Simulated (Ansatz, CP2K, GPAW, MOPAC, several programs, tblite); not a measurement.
# CsSnI3: cheap methods against density-functional theory

How much accuracy does each second buy? CsSnI3 is computed with 10 methods, from the cheapest up to r2SCAN.

Program: MOPAC, tblite, CP2K, Ansatz, GPAW (versions at each run). Level of theory: no spin polarisation, static lattice; gaps from single points on the cell relaxed beforehand with r²SCAN. These are calculated values, not measurements.

4 further runs of the same task are left out: 4 set aside as unsound or not needed.

## Step 1: The structure to begin with

Symmetry: Pm-3m, No. 221, cubic system. The conventional cell has a = 6.241 Å, b = 6.241 Å, c = 6.241 Å, α = 90.00°, β = 90.00°, γ = 90.00°. Cs (site symmetry m-3m) is surrounded by 12 I at 4.41 Å. Around Sn (site symmetry m-3m) lie 6 I at 3.12 Å. Around I (site symmetry 4/mmm) lie 2 Sn at 3.12 Å and 4 Cs at 4.41 Å.

As a file:

```xyz
5
Lattice="6.2415 0.0000 0.0000 0.0000 6.2415 0.0000 0.0000 0.0000 6.2415" Properties=species:S:1:pos:R:3 pbc="T T T"
Cs    0.0000    0.0000    0.0000
Sn    3.1207    3.1207    3.1207
I     3.1207    3.1207    0.0000
I     3.1207    0.0000    3.1207
I     0.0000    3.1207    3.1207
```

The structure type (cubic perovskite) is imposed and need not be the compound's stable one.

**Question.** The methods are PM6, PM7, GFN1-xTB (tblite), GFN2-xTB (tblite), PBE/DZVP, PBE/SZV, coarse PBE, GLLB-SC, PBE, r2SCAN. What gap does r2SCAN give on this cell, and which other methods (full PBE left aside) come nearest to r2SCAN and farthest in gap, volume and bulk modulus?

| quantity | value |
| --- | --- |
| r2SCAN | gap 0.50 eV, 48.63 Å³/atom, B₀ 17 GPa |
| gap: nearest and farthest of the other methods | PBE/SZV (-0.09 eV), PM7 (+5.61 eV) |
| volume: nearest and farthest of the other methods | PBE/DZVP (+3.0 %), PBE/SZV (+11.8 %) |
| bulk modulus: nearest and farthest of the other methods | PBE/SZV (-10 %), PM7 (+250 %) |

What this shows: Among the 7 methods compared for the gap (full PBE left aside), PBE/SZV is nearest to r2SCAN and PM7 farthest. Among the 4 methods compared for the volume (full PBE left aside), PBE/DZVP is nearest to r2SCAN and PBE/SZV farthest. Among the 4 methods compared for the bulk modulus (full PBE left aside), PBE/SZV is nearest to r2SCAN and PM7 farthest. A minimal basis or a coarse cutoff and mesh shifts results by its own error, so closeness to r2SCAN can be chance. Cluster runs see only the k-points that fold onto the zone centre, so their gaps can miss the band edges. GLLB-SC is compared with its derivative discontinuity added. GFN1-xTB (tblite) ended in an unphysical state and is left out of the comparison. No volume is given for PM6, GFN2-xTB (tblite), which can hide a larger miss. The crystal is layered or molecular; volumes and moduli at fixed shape hide how each method binds the layers. CPU times run from 3.3 s (GFN1-xTB (tblite)) to 1.8 min (GLLB-SC). On this cell GLLB-SC cost more than r2SCAN itself (40 s), so it is no saving here. r2SCAN is a yardstick, not the truth: it usually gives gaps below the measured ones. Spin-orbit coupling is left out throughout.
